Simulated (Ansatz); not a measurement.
# HOTi: the cost of one run

Computed with Ansatz 0.2.0, Gaussian basis. Level: def2-TZVPP, core rule «outside noble gas», up to 10 orbitals frozen.

To be run: UHF; CCSD(T) on ROHF; CCSD(T) on UHF; CCSDT(Q) on ROHF; CCSDT(Q) on UHF.

5 further runs of the same task are left out: 3 for a known fault of the program, 2 set aside as unsound or not needed.

## (1) The system

The geometry is a PBE0/def2-TZVP stationary point (not a proven minimum).

3 atoms, charge 1, spin multiplicity 3.

Atoms are counted from 1 here; the program's logs count them from 0.

Bond lengths: Ti1–O2 1.725 Å, O2–H3 0.963 Å. Angles: Ti1–O2–H3 180.0°.

Coordinates:

```xyz
3
HOTi
Ti    0.00000    0.00000    1.47082
O     0.00000    0.00000   -0.25368
H     0.00000    0.00000   -1.21714
```

## (2) UHF

in.yaml reads:

```yaml
crystal:
  periodic: [false, false, false]
  atoms:
    - {symbol: Ti, position_ang: [0.000000, 0.000000, 1.470824]}
    - {symbol: O, position_ang: [0.000000, 0.000000, -0.253684]}
    - {symbol: H, position_ang: [0.000000, 0.000000, -1.217140]}
basis:
  gaussian: {orbitals: def2-TZVPP}
total_charge: 1
magnetization: {spin_polarized: true, initial_magnetization: 2}
hamiltonian: {xc: hf}
output: {orbitals: {seedname: orbitals}}
```

Started as:

```sh
ansatz run in.yaml --threads 1 --pin off --events-out ev --progress --plain --max-ram 4096MiB --backend cpu
```

**Question.** How long does this run take on 1 thread of AMD EPYC 7R13, shared host, and how much memory does it need?

About 15 s, with a peak of 0.28 GiB.
